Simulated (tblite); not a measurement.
# C3H7BO3Si: the cost of one run

Computed with tblite 0.8.0 (tight binding) and PySCF 2.14.0 (DFT, with response routines of our own); each step states its level. Atoms count from 0 throughout.

## 1. The molecule as given

15 atoms, charge 0, multiplicity 1; geometry from: force field or distance geometry start.

Bonds of the start (Å): B1–C3 1.57, B1–O2 1.45, C3–C4 1.33, C3–Si7 1.82, C4–H10 1.08, C4–O5 1.39, C6–H11 1.10, C6–H12 1.12, C6–Si7 1.86, O0–B1 1.46, O0–H8 0.99, O2–H9 0.99, O5–C6 1.43, Si7–H13 1.46, Si7–H14 1.48.

## 2. GFN2-xTB relaxation, start minimum

What the job is given:

```
{"job": {"xc": "GFN2-xTB", "basis": "xTB", "kind": "relax"}, "charge": 0, "multiplicity": 1}
O     -2.666300    -1.300900     0.228800
B     -1.837700    -0.099100     0.212800
O     -2.433600     1.207600     0.411700
C     -0.285300    -0.221900     0.007700
C      0.364300    -1.373500    -0.151800
O      1.743900    -1.274500    -0.329800
C      2.318600     0.035400    -0.297300
Si     0.880100     1.174800    -0.012900
H     -2.696400    -1.584000     1.179800
H     -2.671300     1.514200    -0.502900
H     -0.136300    -2.334400    -0.175700
H      2.806600     0.254700    -1.260100
H      3.035500     0.112500     0.554600
H      0.947400     1.843700     1.284600
H      0.626200     2.053300    -1.171400
```

The run is started by

```console
$ OMP_NUM_THREADS=1 python ens_run.py task.json out
```

One launch serves the whole session.

Q: Estimate the wall time of this first job on 1 thread of Intel Xeon at 2.50GHz, shared host.

About 3.3 s.
